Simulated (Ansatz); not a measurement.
**C₄H₈Si: up Jacob's ladder to CCSD(T)**

The task here is to estimate one member of a computed series from the others.

The runs use Ansatz 0.2.0, Gaussian basis; functionals in def2-TZVPP, the program's frozen cores in correlated methods.

Levels to be run: LDA (SPW92), PBE-D4, revPBE-D4, BLYP-D4, r2SCAN-D4, B97M-V, PBE0-D4, B3LYP-D4, r2SCANh-D4, r2SCAN0-D4, HSE06-D4, BHLYP-D4, CAM-B3LYP-D4, LC-ωPBE, ωB97X-V, ωB97M-V, B2PLYP, PBE-QIDH; CCSD(T)/def2-SVP; CCSD(T)/def2-TZVPP; MP2/def2-QZVPP; extrapolation to the limit; RPA on PBE.

## Structure used throughout

The geometry comes from an earlier relaxation with PBE0-D4 in a triple-zeta def2 set; it is a stationary point, not always the lowest conformer.

SMILES `C=C1CC1[SiH3]`, 13 atoms, charge 0, spin multiplicity 1.

Atoms are counted from 1 here; the program's logs count them from 0.

Bond lengths: C1–C2 1.315 Å, C1–H6 1.085 Å, C1–H7 1.084 Å, C2–C3 1.453 Å, C2–C4 1.462 Å, C3–C4 1.541 Å, C3–H8 1.085 Å, C3–H9 1.086 Å, C4–Si5 1.861 Å, C4–H10 1.088 Å, Si5–H11 1.487 Å, Si5–H12 1.487 Å, Si5–H13 1.489 Å. Angles: C2–C1–H6 121.2°, C2–C1–H7 121.1°, H6–C1–H7 117.6°, C1–C2–C3 148.6°, C1–C2–C4 147.5°, C3–C2–C4 63.8°, C2–C3–C4 58.3°, C2–C3–H8 118.5°, C2–C3–H9 119.1°, C4–C3–H8 117.2°, C4–C3–H9 117.9°, H8–C3–H9 114.5°, C2–C4–C3 57.8°, C2–C4–Si5 119.3°, C2–C4–H10 116.4°, C3–C4–Si5 119.1°, C3–C4–H10 115.4°, Si5–C4–H10 116.2° and more.

Set-up of the first run:

in.yaml reads:

```yaml
crystal:
  periodic: [false, false, false]
  atoms:
    - {symbol: C, position_ang: [-1.369706, 1.612886, -0.353655]}
    - {symbol: C, position_ang: [-0.379095, 0.910999, 0.151936]}
    - {symbol: C, position_ang: [0.329125, 0.433079, 1.327327]}
    - {symbol: C, position_ang: [0.774532, 0.049025, -0.097330]}
    - {symbol: Si, position_ang: [0.498102, -1.691840, -0.692782]}
    - {symbol: H, position_ang: [-1.517421, 1.686051, -1.425578]}
    - {symbol: H, position_ang: [-2.065528, 2.142666, 0.287477]}
    - {symbol: H, position_ang: [0.956838, 1.130016, 1.873199]}
    - {symbol: H, position_ang: [-0.127793, -0.337172, 1.941879]}
    - {symbol: H, position_ang: [1.678083, 0.541340, -0.452068]}
    - {symbol: H, position_ang: [0.283994, -1.725339, -2.164306]}
    - {symbol: H, position_ang: [-0.707939, -2.231819, -0.010865]}
    - {symbol: H, position_ang: [1.667406, -2.554692, -0.370434]}
basis:
  gaussian: {orbitals: def2-TZVPP}
hamiltonian: {xc: lda}
output: {orbitals: {seedname: orbitals}}
```

Steps of the session up to this table: LDA; PBE-D4 (GGA); revPBE-D4 (GGA); BLYP-D4 (GGA); r2SCAN-D4 (meta-GGA); B97M-V (meta-GGA); PBE0-D4 (hybrid); B3LYP-D4 (hybrid); r2SCANh-D4 (hybrid); r2SCAN0-D4 (hybrid); HSE06-D4 (hybrid); BHLYP-D4 (hybrid); CAM-B3LYP-D4 (range-separated); LC-ωPBE (range-separated); ωB97X-V (range-separated); ωB97M-V (range-separated); B2PLYP (double hybrid); PBE-QIDH (double hybrid).

One of the session's tables, all rows but one given; the rest of the session is left out.

It belongs to the step «Orbital energies across the functionals». 

| functional | HOMO (eV) | gap (eV) |
| --- | --- | --- |
| LDA (SPW92) | -6.49 | 5.24 |
| PBE-D4 | -6.32 | 5.28 |
| revPBE-D4 | ? | ? |
| BLYP-D4 | -6.16 | 5.26 |
| r2SCAN-D4 | -6.51 | 5.73 |
| B97M-V | -6.55 | 5.75 |
| PBE0-D4 | -7.44 | 7.37 |
| B3LYP-D4 | -7.21 | 6.93 |
| r2SCANh-D4 | -6.93 | 6.50 |
| r2SCAN0-D4 | -7.57 | 7.66 |
| HSE06-D4 | -7.04 | 6.59 |
| BHLYP-D4 | -8.39 | 9.41 |
| CAM-B3LYP-D4 | -8.75 | 9.81 |
| LC-ωPBE | -10.15 | 12.34 |
| ωB97X-V | -9.76 | 11.86 |
| ωB97M-V | -9.66 | 11.58 |

Q: Estimate the row for revPBE-D4 from the others.

**Answer.** HOMO (eV): -6.26; gap (eV): 5.29. In the column «HOMO (eV)» it lies between PBE-D4 (-6.32) and BLYP-D4 (-6.16).
